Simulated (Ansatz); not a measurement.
# AlCo3: the cost of one run

Program: Ansatz 0.2.0. Level of theory: DFT r2SCAN, scalar-relativistic, plane waves, PAW. These are calculated values, not measurements.

1 further run of the same task is left out (set aside as unsound or not needed).

## Step 1: The structure to begin with

It takes space group Pm-3m (No. 221, cubic). Conventional cell: a = 3.586 Å, b = 3.586 Å, c = 3.586 Å, α = 90.00°, β = 90.00°, γ = 90.00°. Al (site symmetry m-3m) has 12 Co at 2.54 Å in its first shell of neighbours. Co (site symmetry 4/mmm) has 4 Al at 2.54 Å and 8 Co at 2.54 Å in its first shell of neighbours.

Structure file:

```
CELL_PARAMETERS angstrom
3.58639 0.00000 0.00000
0.00000 3.58639 0.00000
0.00000 0.00000 3.58639
ATOMIC_POSITIONS crystal
Al 0.00000 0.00000 0.00000
Co 0.50000 0.50000 0.00000
Co 0.50000 0.00000 0.50000
Co 0.00000 0.50000 0.50000
```

It goes back to an entry of the Materials Project, which need not be the stable form.

This cell was relaxed beforehand with the same method: volume 11.53 Å³/atom, gap on the mesh none (metal), site moments up to 1.6 μB.

## Step 2: The undisturbed cell

The input, input.yaml:

```yaml
crystal:
  lattice:
    - [3.5863893436, 0.0, 0.0]
    - [0.0, 3.5863893436, 0.0]
    - [0.0, 0.0, 3.5863893436]
  atoms:
    - { symbol: Al, position: [0.0, 0.0, 0.0] }
    - { symbol: Co, position: [0.5, 0.5, 0.0], spin: 1.78 }
    - { symbol: Co, position: [0.5, 0.0, 0.5], spin: 1.78 }
    - { symbol: Co, position: [0.0, 0.5, 0.5], spin: 1.78 }
basis:
  ecutwfc: 500
kpoints:
  mp_grid: { grid: [14, 14, 14] }
hamiltonian:
  xc: r2scan
scf:
  occupations: { method: gaussian, width: 0.15 }
output:
  forces: true
  stress: true
  eigenvalues: true
  populations: true
  write_density: true
  write_potential: true
  elf: true
  volumetric_format: npy
magnetization:
  spin_polarized: true
```

Started as:

```bash
$ ansatz run input.yaml --threads 2 --pin off --max-ram 5120MiB --backend cpu --events-out ev --progress --plain --runs-dir out
```

**Question.** How long does this run take on 2 threads of Intel Xeon Platinum 8488C (Sapphire Rapids), shared host, and how much memory does it need?

About 48 s, with a peak of 0.77 GiB.
